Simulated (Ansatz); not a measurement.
# TeSO (SMILES o1s[te]1): functionals against CCSD(T) at one geometry

An exercise on one series of results from a longer session: the logs are not shown, and one member is left open.

Method: single points in def2-TZVPP; program: Ansatz 0.2.0, Gaussian basis.

Correlated methods freeze the cores. Filled d shells of the heavier atoms are correlated. Core potentials replace the inner electrons past krypton, and spin-orbit coupling is left out. B3LYP uses VWN-RPA correlation.

### Starting geometry

SMILES `o1s[te]1`, 3 atoms, charge 0, spin multiplicity 1.

Atoms are counted from 1 here; the program's logs count them from 0.

Bond lengths: O1–S2 1.649 Å, O1–Te3 1.908 Å, S2–Te3 2.449 Å. Angles: S2–O1–Te3 86.7°, O1–S2–Te3 51.1°, O1–Te3–S2 42.2°.

Geometry (Å):

```xyz
3
OSTe
O    -0.22650    0.82620   -0.22550
S     1.09470    0.19180    0.52940
Te   -0.73210   -0.97240   -0.61250
```

Set-up of the first run:

Contents of run/in.yaml:

```yaml
crystal:
  periodic: [false, false, false]
  atoms:
    - {symbol: O, position_ang: [-0.226500, 0.826200, -0.225500]}
    - {symbol: S, position_ang: [1.094700, 0.191800, 0.529400]}
    - {symbol: Te, position_ang: [-0.732100, -0.972400, -0.612500]}
basis:
  gaussian: {orbitals: def2-TZVPP}
correlation: {method: ccsd_t}
output: {forces: true}
```

The command line of these runs was not kept.

Steps of the session up to this table: CCSD(T)/def2-TZVPP; PBE0-D4/def2-TZVPP; wB97M-V/def2-TZVPP; r2SCAN-D4/def2-TZVPP; PBE-D4/def2-TZVPP; HSE06-D4/def2-TZVPP; B3LYP-D4/def2-TZVPP.

One of the session's tables, all rows but one given; the rest of the session is left out.

| method | RMS force component (eV/Å) | angle to CCSD(T) forces (°) | dipole (D) |
| --- | --- | --- | --- |
| CCSD(T) | 1.470 | reference | 1.66 |
| PBE0-D4 | 1.350 | 13.6 | 1.80 |
| wB97M-V | 1.362 | 14.8 | 1.87 |
| r2SCAN-D4 | ? | ? | ? |
| PBE-D4 | 1.686 | 1.6 | 1.67 |
| HSE06-D4 | 1.349 | 13.2 | 1.79 |
| B3LYP-D4 | 1.514 | 2.5 | 1.81 |

**Question.** Estimate the row for r2SCAN-D4.

As computed: RMS force component (eV/Å): 1.485; angle to CCSD(T) forces (°): 5.6; dipole (D): 1.70. In the column «RMS force component (eV/Å)» it lies between CCSD(T) (1.470) and B3LYP-D4 (1.514).
